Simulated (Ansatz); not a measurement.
# LaYb2Al2 (element-swapped structure): how the settings move a relaxation

Aim: see which settings change the result for LaYb2Al2 (element-swapped structure), by how much, and at what cost.

Method: reference: DFT PBE, plane waves, PAW, scalar-relativistic, no spin polarisation, in Ansatz 0.2.0.

## (1) The system as given

The structure is tetragonal, space group I4/mmm (No. 139). Conventional cell: a = 4.621 Å, b = 4.621 Å, c = 11.860 Å, α = 90.00°, β = 90.00°, γ = 90.00°. Around Al (site symmetry -4m2) lie 4 Yb at 2.76 Å. Around La (site symmetry 4/mmm) lie 8 Yb at 3.57 Å and 8 Al at 3.76 Å. Around Yb (site symmetry 4mm) lie 4 Al at 2.76 Å and 1 Yb at 2.89 Å.

Coordinates:

```cif
data_structure
_symmetry_space_group_name_H-M 'P 1'
_symmetry_Int_Tables_number 1
_cell_length_a 4.6214
_cell_length_b 4.6214
_cell_length_c 6.7709
_cell_angle_alpha 70.046
_cell_angle_beta 70.046
_cell_angle_gamma 90.000
_cell_volume 126.65
loop_
_atom_site_label
_atom_site_type_symbol
_atom_site_fract_x
_atom_site_fract_y
_atom_site_fract_z
_atom_site_occupancy
Al1 Al 0.75000 0.25000 0.50000 1
Al2 Al 0.25000 0.75000 0.50000 1
La1 La 0.00000 0.00000 0.00000 1
Yb1 Yb 0.37800 0.37800 0.24400 1
Yb2 Yb 0.62200 0.62200 0.75600 1
```

## (2) Reference

input.yaml

```yaml
crystal:
  lattice:
    - [0.0, 4.621378, 0.0]
    - [4.621378, 0.0, 0.0]
    - [2.310689, 2.310689, -5.930158]
  atoms:
    - { symbol: Al, position: [0.75, 0.25, 0.5] }
    - { symbol: Al, position: [0.25, 0.75, 0.5] }
    - { symbol: La, position: [0.0, 0.0, 0.0] }
    - { symbol: Yb, position: [0.378, 0.378, 0.244] }
    - { symbol: Yb, position: [0.622, 0.622, 0.756] }
  symmetry: { tolerance: 0.0003 }
kpoints:
  mp_grid: { grid: [4, 4, 4], shift: [0, 0, 0] }
magnetization:
  spin_polarized: false
scf:
  occupations: { method: gaussian, width: 0.0323 }
hamiltonian:
  pseudopotentials: { kind: paw }
  xc: pbe
basis:
  ecutwfc: 420
output:
  forces: true
  stress: true
  eigenvalues: true
  write_density: true
  write_potential: true
  elf: true
  volumetric_format: npy
relax:
  max_steps: 40
  cell: {}
```

On the command line:

```sh
> ansatz run input.yaml --threads 1 --pin off --max-ram 2560MiB --backend cpu --events-out ev --progress --plain --runs-dir out
```

## (3) Changing settings: occupations.method tetrahedron, width left out

input.yaml, as its differences from that of step 2:

```diff
@@ -17,3 +17,3 @@
 scf:
-  occupations: { method: gaussian, width: 0.0323 }
+  occupations: { method: tetrahedron }
 hamiltonian:
@@ -27,6 +27,2 @@
   eigenvalues: true
-  write_density: true
-  write_potential: true
-  elf: true
-  volumetric_format: npy
 relax:
```

## (4) Changing settings: preconditioner local_kerker, xc r2scan, dispersion d4

input.yaml, as its differences from that of step 2:

```diff
@@ -18,5 +18,7 @@
   occupations: { method: gaussian, width: 0.0323 }
+  mixing: { preconditioner: local_kerker }
 hamiltonian:
   pseudopotentials: { kind: paw }
-  xc: pbe
+  xc: r2scan
+  dispersion: d4
 basis:
@@ -27,6 +29,2 @@
   eigenvalues: true
-  write_density: true
-  write_potential: true
-  elf: true
-  volumetric_format: npy
 relax:
```

## (5) Changing settings: occupations.method cold, occupations.width 0.2, hubbard.sites [{species: Yb, l: f, u_eff: 4.0}], hubbard.double_counting fll, dispersion d3bjatm

input.yaml, as its differences from that of step 2:

```diff
@@ -17,3 +17,3 @@
 scf:
-  occupations: { method: gaussian, width: 0.0323 }
+  occupations: { method: cold, width: 0.2 }
 hamiltonian:
@@ -21,2 +21,4 @@
   xc: pbe
+  hubbard: { sites: [{ species: Yb, l: f, u_eff: 4.0 }], double_counting: fll }
+  dispersion: d3bjatm
 basis:
```

## (6) Changed: occupations.method cold, occupations.width 0.2, hubbard.sites [{species: Yb, l: f, u_eff: 3.0}], hubbard.double_counting amf

input.yaml, as its differences from that of step 2:

```diff
@@ -17,3 +17,3 @@
 scf:
-  occupations: { method: gaussian, width: 0.0323 }
+  occupations: { method: cold, width: 0.2 }
 hamiltonian:
@@ -21,2 +21,3 @@
   xc: pbe
+  hubbard: { sites: [{ species: Yb, l: f, u_eff: 3.0 }], double_counting: amf }
 basis:
```

Q: Predict the outcome of this session. Wanted: for each run, ending; energy change; pressure; gap; force.

The runs gave:

```
                                                                                                                                                run     ending                                                                                 energy change  pressure (GPa)  gap (eV)  force (eV/Å)  cycles     time
                                                                                                                                          reference  converged                                                                                             0             0.0      0.00          0.00       -     71 s
                                                                                                  1: occupations.method tetrahedron, width left out  converged                                                                           -2.1 meV/atom (σ→0)             0.0      0.00          0.00     158     91 s
                                                                                           2: preconditioner local_kerker, xc r2scan, dispersion d4  converged                                                                                not comparable             0.0      0.00          0.00       -  2.3 min
3: occupations.method cold, occupations.width 0.2, hubbard.sites [{species: Yb, l: f, u_eff: 4.0}], hubbard.double_counting fll, dispersion d3bjatm  converged  -164.2 meV/atom (σ→0) (U changed: no physical gain or loss) (offset of the dispersion model)             0.0      0.00          0.00      78     79 s
                    4: occupations.method cold, occupations.width 0.2, hubbard.sites [{species: Yb, l: f, u_eff: 3.0}], hubbard.double_counting amf  converged                                     +7.0 meV/atom (σ→0) (U changed: no physical gain or loss)             0.0      0.00          0.00     154  1.8 min
```

Times don't compare one to one where runs were asked for different outputs or read a saved state (see the inputs); cycles may leave out searches for a lower state.

«occupations.method tetrahedron, width left out» moves the energy by -2.1 meV/atom. Run 2 ran under the cutoff that the potentials recommend, as the log warns, so basis error is mixed into its values. A changed U is a change of model: its shifts are not errors of convergence.

The reference has limits of its own: it has no spin polarisation, so a magnetic state may lie lower; its f shells have neither a U nor exact exchange and are poorly placed; its mesh is coarse for a cell with so small a gap or none.
